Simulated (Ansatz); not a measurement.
**Ga27As27, 54 atoms: tuning a run for speed**

Wanted: the time that a single point at PBE takes for Ga27As27, and which launch flags, input keys and shares of the machine shorten it.

Program: Ansatz 0.2.0 (single point, PBE, plane waves PAW). Host: Arm Neoverse N1, 56 cores, 56 hardware threads, 90 GiB; it was booked for these runs alone, one at a time. Each run is timed once from launch to exit, start-up included.

### Step 1. The system

The cell holds 54 atoms in 1283 Å³, 3×3×3 copies of a database cell, with the atoms displaced at random so that no symmetry is left.

### Step 2. First run

input.yaml

```yaml
crystal:
  lattice:
    - [0.000000, 8.625273, 8.625273]
    - [8.625273, 0.000000, 8.625273]
    - [8.625273, 8.625273, 0.000000]
  atoms:
    - { symbol: Ga, position: [0.000311, 0.004099, -0.003054] }
    - { symbol: As, position: [0.086588, 0.082484, 0.082476] }
    - { symbol: Ga, position: [0.006230, 0.000517, 0.333193] }
    - { symbol: As, position: [0.085726, 0.087029, 0.416566] }
    - { symbol: Ga, position: [0.001928, -0.003193, 0.665464] }
    - { symbol: As, position: [0.081897, 0.078964, 0.745053] }
    - { symbol: Ga, position: [-0.005335, 0.332551, -0.000565] }
    - { symbol: As, position: [0.082283, 0.416893, 0.078954] }
    - { symbol: Ga, position: [-0.000261, 0.334114, 0.335796] }
    - { symbol: As, position: [0.080558, 0.415355, 0.410058] }
    - { symbol: Ga, position: [-0.001652, 0.326130, 0.662012] }
    - { symbol: As, position: [0.086945, 0.409447, 0.752619] }
    - { symbol: Ga, position: [0.001075, 0.665642, 0.001506] }
    - { symbol: As, position: [0.085063, 0.753428, 0.082578] }
    - { symbol: Ga, position: [-0.001942, 0.664684, 0.330099] }
    - { symbol: As, position: [0.083186, 0.747423, 0.420171] }
    - { symbol: Ga, position: [-0.006130, 0.663080, 0.663541] }
    - { symbol: As, position: [0.076470, 0.756238, 0.742102] }
    - { symbol: Ga, position: [0.332404, -0.001722, 0.005430] }
    - { symbol: As, position: [0.410156, 0.086848, 0.080935] }
    - { symbol: Ga, position: [0.332824, -0.002200, 0.335434] }
    - { symbol: As, position: [0.412936, 0.083075, 0.417826] }
    - { symbol: Ga, position: [0.339368, -0.007887, 0.671668] }
    - { symbol: As, position: [0.419776, 0.081748, 0.751000] }
    - { symbol: Ga, position: [0.331805, 0.338733, 0.000687] }
    - { symbol: As, position: [0.415960, 0.415919, 0.082678] }
    - { symbol: Ga, position: [0.332754, 0.330451, 0.340083] }
    - { symbol: As, position: [0.410400, 0.404843, 0.416264] }
    - { symbol: Ga, position: [0.332853, 0.334555, 0.665996] }
    - { symbol: As, position: [0.416181, 0.417757, 0.753176] }
    - { symbol: Ga, position: [0.331864, 0.665444, 0.006363] }
    - { symbol: As, position: [0.418405, 0.746768, 0.090954] }
    - { symbol: Ga, position: [0.335878, 0.664735, 0.329482] }
    - { symbol: As, position: [0.417645, 0.747271, 0.413199] }
    - { symbol: Ga, position: [0.329083, 0.665007, 0.670299] }
    - { symbol: As, position: [0.415245, 0.745247, 0.752193] }
    - { symbol: Ga, position: [0.666882, 0.002767, 0.003941] }
    - { symbol: As, position: [0.749447, 0.082858, 0.083184] }
    - { symbol: Ga, position: [0.662946, 0.002194, 0.337833] }
    - { symbol: As, position: [0.750570, 0.082555, 0.415814] }
    - { symbol: Ga, position: [0.664107, -0.002636, 0.665352] }
    - { symbol: As, position: [0.747239, 0.081899, 0.744828] }
    - { symbol: Ga, position: [0.667815, 0.333494, -0.003779] }
    - { symbol: As, position: [0.742463, 0.416641, 0.086953] }
    - { symbol: Ga, position: [0.664261, 0.331749, 0.331469] }
    - { symbol: As, position: [0.752142, 0.413663, 0.419899] }
    - { symbol: Ga, position: [0.665673, 0.336366, 0.666774] }
    - { symbol: As, position: [0.749241, 0.411819, 0.747747] }
    - { symbol: Ga, position: [0.665810, 0.668830, 0.000803] }
    - { symbol: As, position: [0.747715, 0.751344, 0.086571] }
    - { symbol: Ga, position: [0.666179, 0.665227, 0.332042] }
    - { symbol: As, position: [0.752658, 0.751765, 0.413618] }
    - { symbol: Ga, position: [0.667896, 0.665093, 0.664203] }
    - { symbol: As, position: [0.754065, 0.752693, 0.747623] }
kpoints:
  mp_grid: { grid: [2, 2, 2] }
hamiltonian:
  xc: pbe
  pseudopotentials: { azcp: { folder: soft_1 } }
scf:
  occupations: { method: fermi_dirac, width: 0.1 }
output: { forces: true, stress: true }
```

The run is started by

```console
$ taskset -c 8-63 ansatz run input.yaml --backend cpu --max-ram 64GiB --events-out ev --progress --plain --runs-dir out
```

### Step 3. Change: f 4

input.yaml, as its differences from that of step 2:

```diff
@@ -63,3 +63,3 @@
 hamiltonian:
-  xc: pbe
+  xc: r2scan
   pseudopotentials: { azcp: { folder: soft_1 } }
```

### Step 4. Change: f 8

input.yaml, as its differences from that of step 3:

```diff
@@ -63,6 +63,7 @@
 hamiltonian:
-  xc: r2scan
-  pseudopotentials: { azcp: { folder: soft_1 } }
+  xc: pbe
+  pseudopotentials: { kind: paw_fr, azcp: { folder: soft_1 } }
+magnetization: { noncollinear: true, spin_orbit: true }
 scf:
   occupations: { method: fermi_dirac, width: 0.1 }
-output: { forces: true, stress: true }
+output: { eigenvalues: true }
```

### Step 5. Change: f 20

input.yaml, as its differences from that of step 4:

```diff
@@ -64,6 +64,5 @@
   xc: pbe
-  pseudopotentials: { kind: paw_fr, azcp: { folder: soft_1 } }
-magnetization: { noncollinear: true, spin_orbit: true }
+  pseudopotentials: { kind: all_electron, lapw: {} }
 scf:
   occupations: { method: fermi_dirac, width: 0.1 }
-output: { eigenvalues: true }
+output: { forces: true, stress: true }
```

### Step 6. Change: f 30

input.yaml, as its differences from that of step 5:

```diff
@@ -63,4 +63,4 @@
 hamiltonian:
-  xc: pbe
-  pseudopotentials: { kind: all_electron, lapw: {} }
+  xc: hse06
+  pseudopotentials: { azcp: { folder: soft_1 } }
 scf:
```

(Steps that only read results are left out.)

**Question.** How long do these runs take on this host, and what pays? Wanted: reference; best change; worst change.

**Answer**, as computed:

| quantity | value |
| --- | --- |
| reference | 22 s on 56 threads |
| best change | none beyond the noise |
| worst change | f 20: 39 times as slow |

Changes under about 3 % are taken as noise (repeats on such hosts differ by a few per cent). No change beats the defaults here. f 20 costs most. No result came from: f 30 (time limit). In the reference run the eigensolver takes 75 % of the time. The figures hold for this build, input and host.
